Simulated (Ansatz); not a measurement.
**CH4ClGaSe: how energies converge with the basis set**

How large a basis does CH4ClGaSe need? Two functionals are run in growing sets.

The runs use Ansatz 0.2.0, Gaussian basis; one geometry, several basis sets.

Levels to be run: PBE0-D4/def2-SVP; ωB97M-V/def2-SVP; PBE0-D4/def2-QZVPP; ωB97M-V/def2-QZVPP; the functionals' def2-TZVPP values are taken from earlier runs.

1 further run of the same task is left out (it didn't finish).

## (1) The relaxed structure

The geometry comes from an earlier relaxation with PBE0-D4 in a triple-zeta def2 set; it is a stationary point, not always the lowest conformer.

SMILES `C[Se][GaH][Cl]`, 8 atoms, charge 0, spin multiplicity 1.

Atoms are counted from 1 here; the program's logs count them from 0.

Bond lengths: C1–Se2 1.960 Å, C1–H5 1.086 Å, C1–H6 1.088 Å, C1–H7 1.087 Å, Se2–Ga3 2.300 Å, Ga3–Cl4 2.153 Å, Ga3–H8 1.552 Å. Angles: Se2–C1–H5 110.3°, Se2–C1–H6 105.9°, Se2–C1–H7 110.0°, H5–C1–H6 110.1°, H5–C1–H7 110.3°, H6–C1–H7 110.1°, C1–Se2–Ga3 99.6°, Se2–Ga3–Cl4 115.6°, Se2–Ga3–H8 125.8°, Cl4–Ga3–H8 118.6°.

## (2) PBE0-D4 in def2-SVP

in.yaml reads:

```yaml
crystal:
  periodic: [false, false, false]
  atoms:
    - {symbol: C, position_ang: [-0.326027, 1.353596, -0.365559]}
    - {symbol: Se, position_ang: [0.476959, 0.615296, 1.262376]}
    - {symbol: Ga, position_ang: [0.508276, -1.614005, 0.698569]}
    - {symbol: Cl, position_ang: [-0.303630, -2.095472, -1.236060]}
    - {symbol: H, position_ang: [-1.268770, 0.857775, -0.579355]}
    - {symbol: H, position_ang: [-0.496200, 2.409233, -0.162197]}
    - {symbol: H, position_ang: [0.357645, 1.240303, -1.202533]}
    - {symbol: H, position_ang: [1.051746, -2.766726, 1.584749]}
basis:
  gaussian: {orbitals: def2-SVP}
hamiltonian: {xc: pbe0, dispersion: d4}
output: {orbitals: {seedname: orbitals}}
```

Started as:

```bash
ansatz run in.yaml --threads 2 --pin off --events-out ev --progress --plain --max-ram 32768MiB --backend cpu
```

Further steps of the session: ωB97M-V in def2-SVP; PBE0-D4 in def2-QZVPP; ωB97M-V in def2-QZVPP.

Q: Predict the results of all the runs planned. Wanted: PBE0-D4: double and triple zeta above quadruple; ωB97M-V: double and triple zeta above quadruple.

**Answer**, as computed:

| quantity | value |
| --- | --- |
| PBE0-D4: double and triple zeta above quadruple | 23.26, 2.99 eV |
| ωB97M-V: double and triple zeta above quadruple | 23.14, 2.89 eV |

In words: PBE0-D4 gains 20.27 eV from double to triple zeta, then 2.99 eV more. Total energies overstate the basis error of differences, where much of it tends to cancel.
